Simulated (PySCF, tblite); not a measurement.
# 4-methoxypyridine: a rotation path, then NMR shifts on frames, part 2 of 2

tblite 0.8.0 and PySCF 2.14.0. Atoms count from 0.

## (5) Shielding tensors: image 4, PBE0/pcSseg-1

What the job is given:

```
{"job": {"kind": "nmr", "xc": "PBE0", "basis": "pcSseg-1", "pop": false}, "charge": 0, "multiplicity": 1}
C      2.422500     0.230200    -0.064500
O      1.407400     0.344200     0.909500
C      0.134600     0.112700     0.433900
C     -0.621700     1.141700    -0.116900
C     -1.918400     0.855500    -0.513900
N     -2.469400    -0.340500    -0.407500
C     -1.743100    -1.315200     0.109400
C     -0.438100    -1.149500     0.544800
H      2.239300     0.895200    -0.916100
H      3.348700     0.516700     0.430600
H      2.505600    -0.799700    -0.431700
H     -0.210000     2.134000    -0.216300
H     -2.551000     1.624100    -0.937400
H     -2.234100    -2.276600     0.181700
H      0.123300    -1.964800     0.972200
```

Level: GIAO PBE0/pcSseg-1 NMR shielding, non-relativistic, gas phase.

The log of the run:

```text
coarse grid: 13008 points
cycle   1  E = -362.2221203904  dE =  1.436e+00  |g| = 5.484e-01  |ddm| = 3.681e+00
cycle   2  E = -362.1811556026  dE =  4.096e-02  |g| = 7.422e-01  |ddm| = 1.235e+00
cycle   3  E = -362.2811089214  dE = -9.995e-02  |g| = 9.539e-02  |ddm| = 7.366e-01
cycle   4  E = -362.2826429166  dE = -1.534e-03  |g| = 4.454e-02  |ddm| = 1.048e-01
cycle   5  E = -362.2830916419  dE = -4.487e-04  |g| = 1.499e-02  |ddm| = 5.961e-02
cycle   6  E = -362.2831433089  dE = -5.167e-05  |g| = 4.697e-03  |ddm| = 1.891e-02
cycle   7  E = -362.2831478876  dE = -4.579e-06  |g| = 1.023e-03  |ddm| = 4.250e-03
final grid: 127056 points
cycle   8  E = -362.3393250966  dE = -2.925e-05  |g| = 1.124e-02  |ddm| = 3.332e-02
cycle   9  E = -362.3393005709  dE =  2.453e-05  |g| = 1.633e-02  |ddm| = 2.048e-02
cycle  10  E = -362.3393491365  dE = -4.857e-05  |g| = 1.524e-03  |ddm| = 1.301e-02
cycle  11  E = -362.3393496759  dE = -5.394e-07  |g| = 3.499e-04  |ddm| = 1.848e-03
cycle  12  E = -362.3393496989  dE = -2.302e-08  |g| = 1.812e-04  |ddm| = 4.955e-04
cycle  13  E = -362.3393497069  dE = -7.988e-09  |g| = 2.986e-05  |ddm| = 1.988e-04
cycle  14  E = -362.3393497071  dE = -1.646e-10  |g| = 1.196e-05  |ddm| = 3.104e-05
converged SCF energy = -362.3393497071

GIAO shielding tensors (ppm)
atom      isotropic    diamagn.    paramagn.     s11        s22        s33       span
  0 C      120.679     244.856    -124.177     87.086     94.560    180.391     93.305
  1 O      254.922     400.161    -145.239    207.598    230.083    327.086    119.488
  2 C        9.319     254.143    -244.824    -85.425     -4.488    117.869    203.294
  3 C       63.358     256.721    -193.363    -35.925     59.676    166.323    202.248
  4 C       29.266     251.353    -222.086    -79.895     24.878    142.816    222.711
  5 N      -84.391     331.867    -416.258   -401.162   -163.453    311.442    712.604
  6 C       29.338     251.361    -222.023    -79.682     24.917    142.778    222.460
  7 C       63.013     256.547    -193.534    -36.742     60.533    165.247    201.990
  8 H       28.041      30.175      -2.135     23.824     26.741     33.557      9.733
  9 H       27.331      28.314      -0.983     24.218     24.459     33.316      9.098
 10 H       27.951      29.977      -2.026     23.695     26.501     33.657      9.962
 11 H       24.506      32.823      -8.317     21.738     22.661     29.119      7.381
 12 H       22.760      29.118      -6.357     18.838     22.413     27.030      8.193
 13 H       22.767      29.076      -6.309     18.853     22.437     27.012      8.158
 14 H       24.502      32.834      -8.332     21.740     22.710     29.055      7.316
```

Wall time 20 s (1 thread of Arm Neoverse V2, shared host); peak memory 0.79 GiB.

This run: δ C2 177.6, C4 157.7, C6 157.6, C7 123.9, H12 8.96, H13 8.95 ppm.

## (6) Nuclear shieldings: image 6, PBE0/pcSseg-1

What the job is given:

```
{"job": {"kind": "nmr", "xc": "PBE0", "basis": "pcSseg-1", "pop": false}, "charge": 0, "multiplicity": 1}
C      2.424400     0.461800    -0.079000
O      1.480000    -0.153600     0.769600
C      0.174900    -0.133800     0.383800
C     -0.455300     0.926400    -0.263600
C     -1.790000     0.780700    -0.606100
N     -2.500500    -0.306600    -0.369900
C     -1.906200    -1.298700     0.272600
C     -0.588500    -1.262500     0.685200
H      2.171000     1.495800    -0.320400
H      3.371600     0.439300     0.456700
H      2.516000    -0.109900    -1.009200
H      0.059800     1.846500    -0.490700
H     -2.315900     1.580500    -1.110300
H     -2.516000    -2.173900     0.449700
H     -0.129700    -2.083900     1.209900
```

Level: GIAO PBE0/pcSseg-1 NMR shielding, non-relativistic, gas phase.

The log of the run:

```text
coarse grid: 13008 points
cycle   1  E = -362.2265123102  dE =  1.460e+00  |g| = 5.373e-01  |ddm| = 3.671e+00
cycle   2  E = -362.1884983382  dE =  3.801e-02  |g| = 7.206e-01  |ddm| = 1.203e+00
cycle   3  E = -362.2836616226  dE = -9.516e-02  |g| = 1.025e-01  |ddm| = 7.052e-01
cycle   4  E = -362.2855463078  dE = -1.885e-03  |g| = 4.250e-02  |ddm| = 1.063e-01
cycle   5  E = -362.2859546095  dE = -4.083e-04  |g| = 1.366e-02  |ddm| = 5.547e-02
cycle   6  E = -362.2859955783  dE = -4.097e-05  |g| = 5.391e-03  |ddm| = 1.820e-02
cycle   7  E = -362.2860017249  dE = -6.147e-06  |g| = 1.190e-03  |ddm| = 5.322e-03
final grid: 127056 points
cycle   8  E = -362.3424203114  dE = -2.948e-05  |g| = 1.182e-02  |ddm| = 3.663e-02
cycle   9  E = -362.3423842963  dE =  3.602e-05  |g| = 1.833e-02  |ddm| = 2.252e-02
cycle  10  E = -362.3424468540  dE = -6.256e-05  |g| = 1.895e-03  |ddm| = 1.499e-02
cycle  11  E = -362.3424477311  dE = -8.771e-07  |g| = 4.433e-04  |ddm| = 2.266e-03
cycle  12  E = -362.3424477730  dE = -4.191e-08  |g| = 1.807e-04  |ddm| = 5.959e-04
cycle  13  E = -362.3424477805  dE = -7.550e-09  |g| = 3.387e-05  |ddm| = 1.907e-04
cycle  14  E = -362.3424477807  dE = -1.900e-10  |g| = 1.620e-05  |ddm| = 3.700e-05
converged SCF energy = -362.3424477807

GIAO shielding tensors (ppm)
atom      isotropic    diamagn.    paramagn.     s11        s22        s33       span
  0 C      129.326     245.394    -116.068     99.952    106.414    181.612     81.660
  1 O      238.512     398.376    -159.864    132.078    269.483    313.975    181.896
  2 C       12.198     253.667    -241.468    -76.813     -3.472    116.879    193.693
  3 C       74.068     260.586    -186.519    -22.157     63.217    181.143    203.301
  4 C       30.424     250.543    -220.118    -78.115     26.344    143.044    221.159
  5 N      -73.877     331.990    -405.867   -377.822   -153.360    309.552    687.374
  6 C       30.090     250.683    -220.593    -78.460     26.208    142.522    220.982
  7 C       65.956     256.813    -190.857    -30.006     64.804    163.069    193.075
  8 H       27.380      30.280      -2.900     22.526     26.890     32.725     10.200
  9 H       27.554      28.189      -0.636     23.654     25.775     33.232      9.578
 10 H       28.125      29.725      -1.600     24.274     25.854     34.247      9.973
 11 H       24.732      33.722      -8.990     20.984     23.428     29.782      8.798
 12 H       22.900      29.395      -6.495     18.926     22.641     27.134      8.209
 13 H       22.939      28.912      -5.973     19.049     22.738     27.029      7.980
 14 H       24.673      32.558      -7.885     21.727     23.368     28.924      7.197
```

Wall time 20 s (1 thread of Arm Neoverse V2, shared host); peak memory 0.79 GiB.

In short: δ C2 174.7, C6 156.8, C4 156.5, C7 121.0, H12 8.82, H13 8.78 ppm.

## (7) Nuclear shieldings: image 8, PBE0/pcSseg-1

What the job is given:

```
{"job": {"kind": "nmr", "xc": "PBE0", "basis": "pcSseg-1", "pop": false}, "charge": 0, "multiplicity": 1}
C      2.411200     0.585100     0.011500
O      1.533900    -0.413900     0.477000
C      0.213300    -0.294000     0.207800
C     -0.377200     0.752200    -0.496800
C     -1.750100     0.719200    -0.685200
N     -2.538200    -0.240600    -0.240000
C     -1.972000    -1.233600     0.430000
C     -0.617800    -1.313300     0.682300
H      2.173300     1.561200     0.445700
H      3.404200     0.279100     0.335800
H      2.392800     0.656800    -1.080500
H      0.198900     1.572800    -0.892400
H     -2.243500     1.514900    -1.227900
H     -2.647100    -2.003100     0.780300
H     -0.186000    -2.134700     1.230600
```

With the program's defaults for keys left out, this is: GIAO PBE0/pcSseg-1 NMR shielding, non-relativistic, gas phase.

The log of the run:

```text
coarse grid: 13008 points
cycle   1  E = -362.2319106779  dE =  1.466e+00  |g| = 5.294e-01  |ddm| = 3.673e+00
cycle   2  E = -362.1957349179  dE =  3.618e-02  |g| = 7.063e-01  |ddm| = 1.214e+00
cycle   3  E = -362.2877496829  dE = -9.201e-02  |g| = 1.053e-01  |ddm| = 7.039e-01
cycle   4  E = -362.2897693738  dE = -2.020e-03  |g| = 4.230e-02  |ddm| = 1.070e-01
cycle   5  E = -362.2901760053  dE = -4.066e-04  |g| = 1.280e-02  |ddm| = 5.378e-02
cycle   6  E = -362.2902107119  dE = -3.471e-05  |g| = 5.550e-03  |ddm| = 1.729e-02
cycle   7  E = -362.2902172640  dE = -6.552e-06  |g| = 1.216e-03  |ddm| = 5.634e-03
final grid: 127056 points
cycle   8  E = -362.3469491930  dE = -3.525e-05  |g| = 1.247e-02  |ddm| = 4.522e-02
cycle   9  E = -362.3469058307  dE =  4.336e-05  |g| = 1.973e-02  |ddm| = 2.395e-02
cycle  10  E = -362.3469786504  dE = -7.282e-05  |g| = 2.076e-03  |ddm| = 1.639e-02
cycle  11  E = -362.3469797154  dE = -1.065e-06  |g| = 4.516e-04  |ddm| = 2.442e-03
cycle  12  E = -362.3469797570  dE = -4.162e-08  |g| = 2.041e-04  |ddm| = 6.351e-04
cycle  13  E = -362.3469797667  dE = -9.703e-09  |g| = 3.632e-05  |ddm| = 2.089e-04
cycle  14  E = -362.3469797669  dE = -2.150e-10  |g| = 1.715e-05  |ddm| = 3.937e-05
converged SCF energy = -362.3469797669

GIAO shielding tensors (ppm)
atom      isotropic    diamagn.    paramagn.     s11        s22        s33       span
  0 C      131.407     245.856    -114.449    103.088    112.179    178.954     75.866
  1 O      222.180     397.299    -175.119    112.101    262.659    291.779    179.678
  2 C       14.071     254.224    -240.153    -71.082     -4.949    118.243    189.325
  3 C       78.791     261.563    -182.773    -14.143     70.915    179.600    193.743
  4 C       30.122     250.302    -220.180    -78.753     26.145    142.973    221.726
  5 N      -69.435     331.997    -401.432   -364.055   -153.870    309.620    673.675
  6 C       30.486     250.337    -219.850    -78.093     27.044    142.508    220.601
  7 C       68.552     256.235    -187.683    -24.689     66.149    164.196    188.885
  8 H       27.934      29.902      -1.968     24.558     25.605     33.638      9.080
  9 H       27.411      28.016      -0.605     23.015     26.126     33.093     10.078
 10 H       27.945      29.915      -1.970     24.579     25.618     33.639      9.060
 11 H       25.149      34.322      -9.174     21.641     23.834     29.971      8.330
 12 H       22.913      29.483      -6.570     18.854     22.614     27.272      8.418
 13 H       22.930      28.798      -5.868     18.951     22.830     27.010      8.059
 14 H       24.694      32.263      -7.569     21.509     23.651     28.922      7.413
```

Wall time 19 s (1 thread of Arm Neoverse V2, shared host); peak memory 0.79 GiB.

In short: δ C2 172.9, C4 156.8, C6 156.4, C7 118.4, H12 8.80, H13 8.79 ppm.

## (8) Run by run: NMR shifts

Shifts (ppm) of some atoms, chosen among heavy atoms and hydrogens apart, with basis size and wall time:

```csv
frame,C3,C7,C0,H8,H10,O1,N5,functions,time
image 0,118.4,108.1,55.5,3.78,3.77,113.9,337.2,171,20 s
image 2,121.8,114.5,58.6,3.60,4.27,93.6,343.7,171,20 s
image 4,123.6,123.9,66.2,3.68,3.77,81.2,352.1,171,20 s
image 6,112.9,121.0,57.6,4.34,3.59,97.6,341.6,171,20 s
image 8,108.1,118.4,55.5,3.78,3.77,113.9,337.2,171,19 s
```

## (9) Outcome

The summary covers parts 1 to 2.

```
                                       quantity                                         value
                                        barrier            0.261 eV (6.0 kcal/mol) at image 4
                          end to end (GFN2-xTB)                                      0.000 eV
13C shifts against TMS (PBE0/pcSseg-1, image 0)   172.8, 156.8, 156.4, 118.4, 108.1, 55.5 ppm
 1H shifts against TMS (PBE0/pcSseg-1, image 0)  8.81, 8.78, 7.02, 6.57, 4.31, 3.78, 3.77 ppm
17O shifts against H2O (PBE0/pcSseg-1, image 0)                                     113.9 ppm
15N shifts against NH3 (PBE0/pcSseg-1, image 0)                                     337.2 ppm
                       range of the shift of O1                             81.2 to 113.9 ppm
```

Along the band the dihedral turns by 180°, and the top (dihedral 95°) lies 6.0 kcal/mol above the start (GFN2-xTB, rough), so at room temperature this motion is fast. The top was not checked by a frequency run. Shifts at one fixed geometry are not the observed spectrum, which averages over the motion. In the first frame run (image 0): Shielding is most anisotropic at N5 (span 674 ppm, paramagnetic term -401 ppm). NICS(1)zz of -27 ppm above the planar ring from C2 marks a diatropic (aromatic) ring current. Across the 5 runs the shift of O1 moves most, between 81.2 (image 4) and 113.9 ppm (image 0).
